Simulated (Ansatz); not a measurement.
**CHClGa (doublet): inputs that go wrong**

4 inputs are run for CHClGa (doublet) as typed; the log has to tell whether the result can be used and what must change.

Program: Ansatz 0.2.0, Gaussian basis. Level of theory: the settings change from run to run. These are calculated values, not measurements.

23 further runs of the same task are left out: 2 for a known fault of the program, 7 that didn't finish, 14 set aside as unsound or not needed.

## 1. The system

The geometry is a PBE0/def2-TZVP stationary point (not a proven minimum). No spin-orbit coupling is included. The filled d shell of Ga may be among the frozen orbitals whatever the setting's name suggests; the logs give the count.

4 atoms, charge 0, spin multiplicity 2.

Atoms are counted from 1 here; the program's logs count them from 0.

Bond lengths: Cl1–C2 1.726 Å, C2–Ga3 2.034 Å, C2–H4 1.091 Å. Angles: Cl1–C2–Ga3 113.0°, Cl1–C2–H4 110.2°, Ga3–C2–H4 136.8°.

Coordinates:

```xyz
4
CHClGa
Cl    0.0000   -0.2243    1.9932
C     0.0000    0.8739    0.6620
Ga    0.0000   -0.0640   -1.1423
H     0.0000    1.9032    1.0230
```

## 2. Attempt 1

in.yaml reads:

```yaml
crystal:
  periodic: [false, false, false]
  atoms:
    - {symbol: Cl, position_ang: [0.000000, -0.224282, 1.993212]}
    - {symbol: C, position_ang: [0.000000, 0.873891, 0.661996]}
    - {symbol: Ga, position_ang: [0.000000, -0.064009, -1.142342]}
    - {symbol: H, position_ang: [0.000000, 1.903187, 1.023017]}
basis:
  gaussian: {orbitals: STO-3G}
magnetization: {spin_polarized: false, initial_magnetization: 1}
correlation: {method: sc_nevpt2, electrons: all, active_space: {window: {electrons: 1, orbitals: 5}, states: [{multiplicity: 2, weights: [1, 1, 1]}]}}
scf: {lower_state_search: off}
output: {forces: true}
```

Started as:

```bash
$ ansatz run in.yaml --threads 1 --pin off --events-out ev --progress --plain --max-ram 2393MiB
```

What it wrote:

```text
Functional definition: HF
  name "HF"
  cite "Fock, Z. Phys. 61, 126 (1930) doi:10.1007/BF01340294"
  parent pbe
  exchange = exact_x
  correlation = 0
these checks for a lower state are left out or cut short: stability, starts, cluster_reference, orbital_swaps, neighbouring_geometries, increment
486 factors; integrals over basis functions are off by at most 4.5e-8 eV
mean field evaluation 1: about -65123.9903 eV, gradient 1.2e1 eV
mean field evaluation 2: about -65124.0516 eV, gradient 1.2e1 eV
mean field evaluation 4: about -65125.1835 eV, gradient 3.1e0 eV
mean field evaluation 8: about -65125.5637 eV, gradient 9.5e-1 eV
mean field evaluation 16: about -65125.6914 eV, gradient 2.7e-3 eV
mean field -65125.69136701 eV, -2393.3250139584 hartree, gradient 1.8e-6 eV, S^2 0.750000; 0 other end points of the search recorded, 0 dependent functions left out
reference -65125.69136701 eV, -2393.3250139584 hartree; 28, 27 occupied and 5, 6 virtual orbitals, 486 factors
state -65125.29632051 eV, -2393.3104962674 hartree
state -65122.51582947 eV, -2393.2083151065 hartree
state -65121.28956960 eV, -2393.1632508875 hartree
state -65125.29632051 eV, -2393.3104962674 hartree; corrected -65128.97629255 eV, -2393.4457327456 hartree
state -65122.51582947 eV, -2393.2083151065 hartree; corrected -65126.59189555 eV, -2393.3581077719 hartree
state -65121.28956960 eV, -2393.1632508875 hartree; corrected -65126.43032754 eV, -2393.3521702572 hartree
WARN: 2 active orbitals are nearly empty or full. The corrections depend on them more than the energy does, and are more stable in an active space without them
the calculation of the forces begins
Error: an active orbital is full or empty, and SC-NEVPT2 has no forces then: leave it out of the active space
```

Wall time 1.4 s (1 thread of Arm Neoverse V2, shared host).

Diagnosis: The run stopped with an error. It says: «an active orbital is full or empty, and SC-NEVPT2 has no forces then: leave it out of the active space». Cure: drop the forces, or choose an active space whose orbitals are all partly filled.

## 3. Attempt 2

in.yaml reads:

```yaml
crystal:
  periodic: [false, false, false]
  atoms:
    - {symbol: Cl, position_ang: [0.000000, -0.118690, 1.054808]}
    - {symbol: C, position_ang: [0.000000, 0.462463, 0.350328]}
    - {symbol: Ga, position_ang: [0.000000, -0.033874, -0.604527]}
    - {symbol: H, position_ang: [0.000000, 1.007167, 0.541381]}
basis:
  gaussian: {orbitals: cc-pVDZ}
magnetization: {spin_polarized: false, initial_magnetization: 1}
hamiltonian: {pseudopotentials: {relativity: none}}
correlation: {method: ccsd_t, electrons: outside_noble_gas}
output: {forces: true}
```

Same command.

What it wrote, cut to the lines that bear on the results:

```text
Functional definition: HF
  name "HF"
  cite "Fock, Z. Phys. 61, 126 (1930) doi:10.1007/BF01340294"
  parent pbe
[...]
701 factors; integrals over basis functions are off by at most 2.1e-4 eV
[...]
mean field -65781.39224683 eV, -2417.4215768419 hartree, gradient 2.3e-6 eV, S^2 0.750000; 5 other end points of the search recorded, 0 dependent functions left out
[...]
determinant -65781.39224683 eV, -2417.4215768419 hartree, with singles and doubles -65789.63199887 eV, -2417.7243821442 hartree
determinant -65780.83159012 eV, -2417.4009730878 hartree, with singles and doubles -65789.30190464 eV, -2417.7122514049 hartree
determinant -65781.39224683 eV, -2417.4215768419 hartree, with singles and doubles -65789.63213541 eV, -2417.7243871620 hartree
determinant -65780.83159012 eV, -2417.4009730878 hartree, with singles and doubles -65789.30368657 eV, -2417.7123168897 hartree
20 core orbitals not correlated, not the lowest: weight in the atoms' cores, before any rotation towards them, 0.598 or more for the frozen orbitals, at most 0.237 for the correlated occupied ones
reference -65781.39224683 eV, -2417.4215768419 hartree; 8, 7 occupied and 36, 37 virtual orbitals, 701 factors
second order -7.49533457 eV of doubles, -0.06876642 eV of singles
cycle   1  -8.23988475 eV  change    3.8e-6 eV  update   4.0e-6
[...]
cycle   4  -8.23988198 eV  change   -1.0e-6 eV  update   3.0e-7
perturbative correction -0.21741084 eV, -0.0079897009 hartree
[...]
Total energy: -65789.84953965 eV, -2417.7323766203 hartree
Atom 0 at     0.000000    -0.118690     1.054808 Å, force    -0.000000  -162.009628   209.021960 eV/Å
Atom 1 at     0.000000     0.462463     0.350328 Å, force    -0.000000   126.854416   -96.538992 eV/Å
Atom 2 at     0.000000    -0.033874    -0.604527 Å, force     0.000000   -61.344311  -139.881679 eV/Å
Atom 3 at     0.000000     1.007167     0.541381 Å, force     0.000000    96.499523    27.398712 eV/Å
Dipole moment:     0.000000     0.778521     0.864365 e Å
```

Run time: 24 s. Hardware: 1 thread of Arm Neoverse V2, shared host.

What is wrong: The run converged, which proves nothing about the input. The coordinates are scaled by the bohr-ångström factor. The shortest distance is 0.58 Å, against 1.09 Å in the geometry of step 1. Its energy belongs to another geometry. Fix: restore the coordinates in ångström.

## 4. Attempt 3

in.yaml reads:

```yaml
crystal:
  periodic: [false, false, false]
  atoms:
    - {symbol: Cl, position_ang: [0.000000, -0.423826, 3.766573]}
    - {symbol: C, position_ang: [0.000000, 1.651392, 1.250974]}
    - {symbol: Ga, position_ang: [0.000000, -0.120958, -2.158684]}
    - {symbol: H, position_ang: [0.000000, 3.596452, 1.933195]}
basis:
  gaussian: {orbitals: "6-31G*"}
magnetization: {spin_polarized: true, initial_magnetization: 1}
hamiltonian: {xc: hf}
accuracy: high
output: {orbitals: {seedname: orbitals}}
```

Same command.

What it wrote, cut to the lines that bear on the results:

```text
Functional definition: HF
  name "HF"
  cite "Fock, Z. Phys. 61, 126 (1930) doi:10.1007/BF01340294"
  parent pbe
[...]
1181 factors; integrals over basis functions are off by at most 7.1e-9 eV
[...]
mean field -65867.35150171 eV, -2420.5805211933 hartree, gradient 2.0e-8 eV, S^2 2.604823; 18 other end points of the search recorded, 0 dependent functions left out
reference -65867.35150171 eV, -2420.5805211933 hartree; 28, 27 occupied and 43, 44 virtual orbitals, 1181 factors
Total energy: -65867.35150171 eV, -2420.5805211933 hartree
```

It took 55 s on 1 thread of Arm Neoverse V2, shared host.

What is wrong: The run converged, which proves nothing about the input. The coordinates are scaled by the bohr-ångström factor. The shortest distance is 2.06 Å, against 1.09 Å in the geometry of step 1. Its energy belongs to another geometry. Fix: restore the coordinates in ångström.

## 5. Attempt 4

in.yaml reads:

```yaml
crystal:
  periodic: [false, false, false]
  atoms:
    - {symbol: Cl, position_ang: [0.000000, 0.923891, 0.661996]}
    - {symbol: C, position_ang: [0.000000, 0.873891, 0.661996]}
    - {symbol: Ga, position_ang: [0.000000, -0.064009, -1.142342]}
    - {symbol: H, position_ang: [0.000000, 1.903187, 1.023017]}
basis:
  gaussian: {orbitals: def2-SVP}
magnetization: {spin_polarized: true, initial_magnetization: 1}
correlation: {method: mp2, electrons: outside_noble_gas}
```

The command is unchanged.

What it wrote:

```text
Functional definition: HF
  name "HF"
  cite "Fock, Z. Phys. 61, 126 (1930) doi:10.1007/BF01340294"
  parent pbe
  exchange = exact_x
  correlation = 0
676 factors; integrals over basis functions are off by at most 6.4e-4 eV
mean field evaluation 1: about -44549.5438 eV, gradient 8.2e1 eV
mean field evaluation 2: about -44551.6890 eV, gradient 8.3e1 eV
mean field evaluation 4: about -44558.6470 eV, gradient 1.1e1 eV
mean field evaluation 8: about -44559.9555 eV, gradient 1.2e0 eV
mean field evaluation 16: about -44560.4745 eV, gradient 2.9e-1 eV
mean field evaluation 32: about -44560.6023 eV, gradient 5.8e-2 eV
mean field evaluation 64: about -44560.5929 eV, gradient 1.3e-1 eV
mean field evaluation 96: about -44560.5976 eV, gradient 2.7e-6 eV
mean field evaluation 128: about -44560.6054 eV, gradient 7.5e-3 eV
mean field evaluation 160: about -44559.4829 eV, gradient 3.1e0 eV
mean field evaluation 192: about -44559.8714 eV, gradient 3.3e-4 eV
mean field evaluation 224: about -44560.7727 eV, gradient 4.1e-2 eV
mean field evaluation 256: about -44560.4529 eV, gradient 3.8e-1 eV
mean field evaluation 288: about -44559.9195 eV, gradient 5.7e-1 eV
mean field evaluation 320: about -44558.0165 eV, gradient 1.1e1 eV
mean field evaluation 352: about -44560.7722 eV, gradient 8.2e-2 eV
mean field evaluation 384: about -44559.6492 eV, gradient 3.9e0 eV
mean field evaluation 416: about -44560.4029 eV, gradient 7.3e-1 eV
mean field evaluation 448: about -44551.3576 eV, gradient 8.2e1 eV
mean field evaluation 480: about -44559.8249 eV, gradient 8.5e-1 eV
mean field evaluation 512: about -44560.7727 eV, gradient 3.8e-2 eV
mean field evaluation 544: about -44560.4822 eV, gradient 1.1e-1 eV
mean field evaluation 576: about -44560.5385 eV, gradient 5.5e-2 eV
a density is far from that of the atoms, so the factors are made again for it
773 factors; integrals over basis functions are off by at most 6.2e-5 eV
mean field evaluation 608: about -44560.7764 eV, gradient 1.4e-6 eV
mean field evaluation 640: about -44560.6011 eV, gradient 4.5e-2 eV
mean field evaluation 672: about -44560.5318 eV, gradient 1.4e-1 eV
mean field evaluation 704: about -44560.6012 eV, gradient 7.8e-6 eV
mean field evaluation 736: about -44560.6088 eV, gradient 6.4e-2 eV
mean field evaluation 768: about -44559.5847 eV, gradient 9.0e0 eV
mean field evaluation 800: about -44559.8751 eV, gradient 1.9e-2 eV
mean field evaluation 832: about -44560.7720 eV, gradient 5.3e-1 eV
mean field evaluation 864: about -44560.4305 eV, gradient 3.3e-1 eV
mean field evaluation 896: about -44559.8304 eV, gradient 8.0e-1 eV
mean field evaluation 928: about -44560.6136 eV, gradient 3.6e0 eV
mean field evaluation 960: about -44559.8613 eV, gradient 2.9e0 eV
mean field evaluation 992: about -44560.3498 eV, gradient 1.1e0 eV
mean field evaluation 1024: about -44551.4680 eV, gradient 8.3e1 eV
mean field evaluation 1056: about -44560.2725 eV, gradient 2.6e0 eV
Error: SIGTERM received: run cancelled behind 1086 evaluations of the mean field
```

It took 79 s on 1 thread of Arm Neoverse V2, shared host.

**Diagnosis.** The run was cut at its time limit. One atom lies on top of another. The shortest distance is 0.05 Å, against 1.09 Å in the geometry of step 1. To mend it, restore its position.

## 6. How the runs ended

```
attempt                    level                  ended                                                                                                   cause   time
      1       NEVPT2(1,5)/STO-3G    stopped by an error  an active orbital is full or empty, and SC-NEVPT2 has no forces then: leave it out of the active space  1.4 s
      2  CCSD(T) on ROHF/cc-pVDZ              converged                                                  the coordinates are scaled by the bohr-ångström factor   24 s
      3                HF/6-31G*              converged                                                  the coordinates are scaled by the bohr-ångström factor   55 s
      4      MP2 on UHF/def2-SVP  cut at its time limit                                                                         one atom lies on top of another   79 s
```

1 stopped by an error, 2 converged, 1 cut at its time limit. The input that converges on a wrong geometry or spin is the dangerous one: no error points at it, so geometry and ⟨S²⟩ have to be checked.
